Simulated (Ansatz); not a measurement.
# CH4BClSe: rigid scan of one bond length from a Python script

How does the energy of CH4BClSe change as one bond is stretched? A script is to give a rigid scan of one bond length; the system is CH4BClSe. SMILES: CB(Cl)[SeH].

Program: Ansatz 0.2.0, driven from Python. Level of theory: PBE+D3(BJ)/def2-SVP. These are calculated values, not measurements.

## 1. Starting point

Bond lengths: C1–B2 1.535 Å, B2–Cl3 1.813 Å, B2–Se4 1.948 Å, C1–H5 1.086 Å, C1–H6 1.128 Å, C1–H7 1.139 Å, Se4–H8 1.538 Å. Angles: C1–B2–Cl3 118.5°, C1–B2–Se4 123.2°, Cl3–B2–Se4 118.3°, B2–C1–H5 113.5°, B2–C1–H6 113.3°, B2–C1–H7 110.6°, H5–C1–H6 108.5°, H5–C1–H7 105.9°, H6–C1–H7 104.4°, B2–Se4–H8 90.8°.

No structure file is read: the coordinates are typed or built in the script.

## 2. The code

The input, ch4bclse_scan.py:

```python
# -*- coding: utf-8 -*-
import ansatz as az
from ase import Atoms
import matplotlib.pyplot as plt
import numpy as np

BASIS = "def2-SVP"
FUNCTIONAL = "PBE"
VDW = "d3bj"


def main():
    atoms = Atoms(["C", "B", "Cl", "Se", "H", "H", "H", "H"], positions=[
        [0.0649, 1.0087, -0.1133],
        [0.3638, -0.4955, -0.1893],
        [2.0841, -1.0447, -0.0266],
        [-1.0163, -1.8456, -0.45],
        [0.338, 1.4577, 0.8368],
        [0.5482, 1.6025, -0.9411],
        [-1.0501, 1.2019, -0.2405],
        [-1.2405, -1.942, 1.0681],
    ])
    mol = az.Crystal.molecule_from_ase(atoms)

    symbols = [site.symbol for site in mol.cartesian_sites]
    start = np.array([site.position_ang for site in mol.cartesian_sites])
    axis = (start[1] - start[0]) / np.linalg.norm(start[1] - start[0])
    moving = [1, 2, 3, 7]
    lengths, energies = [1.31, 1.41, 1.54, 1.69, 1.92, 2.3, 2.76, 3.38], []
    for length in lengths:
        xyz = start.copy()
        xyz[moving] += (length - np.linalg.norm(start[1] - start[0])) * axis
        point = az.Crystal.molecule()
        for symbol, place in zip(symbols, xyz):
            point = point.atom(symbol, place.tolist())
        calculation = (
            point.calculation()
            .basis(gaussian=BASIS)
            .functional(FUNCTIONAL, dispersion=VDW)
        )
        data = calculation.run(threads=1, pin="off").report
        energies.append(data["free_energy_ev"])
        print(f"r = {length:6.3f} A  E = {energies[-1]:.5f} eV  <S^2> = {abs(data['mean_field']['state']['spin_squared']):.3f}")

    print("energy above the lowest point (eV):", [round(e - min(energies), 3) for e in energies])
    plt.figure(figsize=(4.5, 3))
    plt.plot(lengths, np.array(energies) - min(energies), "o-")
    plt.xlabel("bond length (A)")
    plt.ylabel("E - E(min) (eV)")
    plt.tight_layout()
    plt.savefig("scan.png", dpi=100)


if __name__ == "__main__":
    main()
```

## 3. The input behind the calls

The engine receives this input (first run):

```yaml
crystal:
  periodic: [false, false, false]
  atoms:
    - { symbol: C, position_ang: [0.0649, 1.0087, -0.1133] }
    - { symbol: B, position_ang: [0.3199056067320364, -0.27460355853572804, -0.1781391639733515] }
    - { symbol: Cl, position_ang: [2.0402056067320364, -0.8238035585357281, -0.015439163973351504] }
    - { symbol: Se, position_ang: [-1.0601943932679636, -1.624703558535728, -0.43883916397335154] }
    - { symbol: H, position_ang: [0.338, 1.4577, 0.8368] }
    - { symbol: H, position_ang: [0.5482, 1.6025, -0.9411] }
    - { symbol: H, position_ang: [-1.0501, 1.2019, -0.2405] }
    - { symbol: H, position_ang: [-1.2843943932679636, -1.721103558535728, 1.0792608360266485] }
basis:
  gaussian:
    orbitals: def2-SVP
hamiltonian:
  xc: pbe
  dispersion: d3bj
```

## 4. Running it

Started as:

```
> python ch4bclse_scan.py
```

The program printed:

```text
r =  1.310 A  E = -79620.28654 eV  <S^2> = 0.000
r =  1.410 A  E = -79621.15901 eV  <S^2> = 0.000
r =  1.540 A  E = -79621.53435 eV  <S^2> = 0.000
r =  1.690 A  E = -79621.38206 eV  <S^2> = 0.000
r =  1.920 A  E = -79620.63989 eV  <S^2> = 0.000
r =  2.300 A  E = -79619.20650 eV  <S^2> = 0.000
r =  2.760 A  E = -79617.78823 eV  <S^2> = 0.000
r =  3.380 A  E = -79616.59054 eV  <S^2> = 0.000
energy above the lowest point (eV): [1.248, 0.375, 0.0, 0.152, 0.894, 2.328, 3.746, 4.944]
```

Wall time 33 s (1 thread of Arm Neoverse N1, shared host); peak memory 0.24 GiB.

## 5. What changed from run to run

The engine's inputs for some of the other runs:

Run 3, against run 1:

```diff
@@ -5,3 +5,3 @@
-    - { symbol: B, position_ang: [0.3199056067320364, -0.27460355853572804, -0.1781391639733515] }
-    - { symbol: Cl, position_ang: [2.0402056067320364, -0.8238035585357281, -0.015439163973351504] }
-    - { symbol: Se, position_ang: [-1.0601943932679636, -1.624703558535728, -0.43883916397335154] }
+    - { symbol: B, position_ang: [0.3646775834865161, -0.4999163970572681, -0.18952313932745138] }
+    - { symbol: Cl, position_ang: [2.084977583486516, -1.0491163970572681, -0.026823139327451385] }
+    - { symbol: Se, position_ang: [-1.015422416513484, -1.850016397057268, -0.4502231393274514] }
@@ -11 +11 @@
-    - { symbol: H, position_ang: [-1.2843943932679636, -1.721103558535728, 1.0792608360266485] }
+    - { symbol: H, position_ang: [-1.239622416513484, -1.946416397057268, 1.0678768606725486] }
```

Run 6, against run 1:

```diff
@@ -5,3 +5,3 @@
-    - { symbol: B, position_ang: [0.3199056067320364, -0.27460355853572804, -0.1781391639733515] }
-    - { symbol: Cl, position_ang: [2.0402056067320364, -0.8238035585357281, -0.015439163973351504] }
-    - { symbol: Se, position_ang: [-1.0601943932679636, -1.624703558535728, -0.43883916397335154] }
+    - { symbol: B, position_ang: [0.5126197675447967, -1.2444283852154001, -0.2271397535409988] }
+    - { symbol: Cl, position_ang: [2.2329197675447965, -1.7936283852154, -0.06443975354099882] }
+    - { symbol: Se, position_ang: [-0.8674802324552033, -2.5945283852154, -0.48783975354099884] }
@@ -11 +11 @@
-    - { symbol: H, position_ang: [-1.2843943932679636, -1.721103558535728, 1.0792608360266485] }
+    - { symbol: H, position_ang: [-1.0916802324552033, -2.6909283852154, 1.0302602464590012] }
```

Run 8, against run 1:

```diff
@@ -5,3 +5,3 @@
-    - { symbol: B, position_ang: [0.3199056067320364, -0.27460355853572804, -0.1781391639733515] }
-    - { symbol: Cl, position_ang: [2.0402056067320364, -0.8238035585357281, -0.015439163973351504] }
-    - { symbol: Se, position_ang: [-1.0601943932679636, -1.624703558535728, -0.43883916397335154] }
+    - { symbol: B, position_ang: [0.7228533975223534, -2.302419105229588, -0.28059494216025044] }
+    - { symbol: Cl, position_ang: [2.4431533975223534, -2.851619105229588, -0.11789494216025044] }
+    - { symbol: Se, position_ang: [-0.6572466024776467, -3.6525191052295884, -0.5412949421602504] }
@@ -11 +11 @@
-    - { symbol: H, position_ang: [-1.2843943932679636, -1.721103558535728, 1.0792608360266485] }
+    - { symbol: H, position_ang: [-0.8814466024776466, -3.7489191052295885, 0.9768050578397496] }
```

## 6. The engine's runs

The 8 runs, in the order started:

```
run  distance (Å)  energy from run 3 (eV)  SCF cycles  CPU time (s)
  1          1.31                  1.2478          17             4
  2          1.41                  0.3753          16           3.9
  3          1.54                  0.0000          16           3.8
  4          1.69                  0.1523          17           3.8
  5          1.92                  0.8945          18             4
  6          2.30                  2.3278          19             4
  7          2.76                  3.7461          22           3.6
  8          3.38                  4.9438          25           3.7
```

## 7. Summary of results

| quantity | value |
| --- | --- |
| runs compared | 8 |
| range of energy | 4.944 eV |
| lowest point, distance (Å) | 1.54 |

The lowest point, at 1.54, lies inside the range. The ends stand 1.25 and 4.94 eV above it. The distance scanned is the script's pair 0, 1. Notes:
- The rest of the molecule is held rigid at a force-field or estimated start geometry, and the basis set is modest; single-reference methods fail as a bond breaks.
- The orbitals are restricted, so S² is zero by construction.
- Toward dissociation an unrestricted state lies under the restricted one, by 1 to 2 eV or more.
